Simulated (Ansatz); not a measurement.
# CH7ClSi2: up Jacob's ladder to CCSD(T)

Aim: compute CH7ClSi2 with functionals from several rungs and with coupled cluster. The yardstick is the atomisation energy at the CCSD(T) limit.

The runs use Ansatz 0.2.0, Gaussian basis; functionals in def2-TZVPP, the program's frozen cores in correlated methods.

The runs, in order: PBE-D4, r2SCAN-D4, PBE0-D4, B3LYP-D4, ωB97X-V, ωB97M-V, B2PLYP; CCSD(T)/def2-TZVPP; MP2/def2-QZVPP; extrapolation to the limit.

## (1) The geometry

All runs share one geometry, relaxed beforehand with PBE0-D4 in a triple-zeta def2 set.

SMILES `[SiH3]C[SiH2]Cl`, 11 atoms, charge 0, spin multiplicity 1.

Atoms are counted from 1 here; the program's logs count them from 0.

Bond lengths: Si1–C2 1.878 Å, Si1–H5 1.484 Å, Si1–H6 1.487 Å, Si1–H7 1.487 Å, C2–Si3 1.857 Å, C2–H8 1.095 Å, C2–H9 1.097 Å, Si3–Cl4 2.061 Å, Si3–H10 1.483 Å, Si3–H11 1.483 Å. Angles: C2–Si1–H5 110.6°, C2–Si1–H6 110.0°, C2–Si1–H7 109.9°, H5–Si1–H6 108.8°, H5–Si1–H7 109.0°, H6–Si1–H7 108.5°, Si1–C2–Si3 115.3°, Si1–C2–H8 109.1°, Si1–C2–H9 108.6°, Si3–C2–H8 109.3°, Si3–C2–H9 107.1°, H8–C2–H9 107.1°, C2–Si3–Cl4 109.9°, C2–Si3–H10 112.0°, C2–Si3–H11 110.6°, Cl4–Si3–H10 107.1°, Cl4–Si3–H11 107.4°, H10–Si3–H11 109.7°.

## (2) PBE-D4 (GGA)

File in.yaml:

```yaml
crystal:
  periodic: [false, false, false]
  atoms:
    - {symbol: Si, position_ang: [-0.643021, 1.449653, 0.240401]}
    - {symbol: C, position_ang: [0.355475, -0.071787, 0.703786]}
    - {symbol: Si, position_ang: [0.341659, -1.441397, -0.549618]}
    - {symbol: Cl, position_ang: [0.947225, -0.719382, -2.382632]}
    - {symbol: H, position_ang: [0.033313, 2.208334, -0.840624]}
    - {symbol: H, position_ang: [-0.796925, 2.336745, 1.424313]}
    - {symbol: H, position_ang: [-1.996045, 1.044001, -0.225550]}
    - {symbol: H, position_ang: [1.389735, 0.225460, 0.904850]}
    - {symbol: H, position_ang: [-0.049191, -0.484669, 1.636140]}
    - {symbol: H, position_ang: [1.271724, -2.537692, -0.184885]}
    - {symbol: H, position_ang: [-1.028649, -1.982367, -0.717981]}
basis:
  gaussian: {orbitals: def2-TZVPP}
hamiltonian: {xc: pbe, dispersion: d4}
output: {forces: true, orbitals: {seedname: orbitals}}
```

Launch:

```sh
$ ansatz run in.yaml --threads 4 --pin off --events-out ev --progress --plain --max-ram 10444MiB
```

After this run come: r2SCAN-D4 (meta-GGA); PBE0-D4 (hybrid); B3LYP-D4 (hybrid); ωB97X-V (range-separated); ωB97M-V (range-separated); B2PLYP (double hybrid); CCSD(T) in def2-TZVPP; MP2 in def2-QZVPP.

Before running them: what should the planned runs give, taken together? Wanted: atomisation energy, CCSD(T)/CBS; farthest; mean size of error, hybrid; mean size of error, range-separated; gap, smallest and largest; T1 diagnostic; triples share of the correlation energy.

As calculated:

| quantity | value |
| --- | --- |
| atomisation energy, CCSD(T)/CBS | 37.218 eV |
| functionals within 0.186 eV (0.5 %) | r2SCAN-D4, ωB97M-V |
| farthest | B2PLYP (-0.620 eV) |
| mean size of error, hybrid | 0.261 eV |
| mean size of error, range-separated | 0.122 eV |
| gap, smallest and largest | 6.76 eV (PBE-D4), 13.27 eV (ωB97X-V) |
| T1 diagnostic | 0.0099 |
| triples share of the correlation energy | 3.7 % |

PBE-D4 is off by -0.273 eV. Double hybrids carry the basis error of their MP2 part in triple zeta, and no dispersion term here, so their miss is partly the set-up's. Misses under about 0.186 eV are within the doubt on the reference itself, which lacks core-valence correlation, relativity and higher excitations. Hartree-Fock recovers 77 % of the binding; the rest is correlation. The gap grows from 6.8 to 13.3 eV across the functionals, mostly with the share of exact exchange.
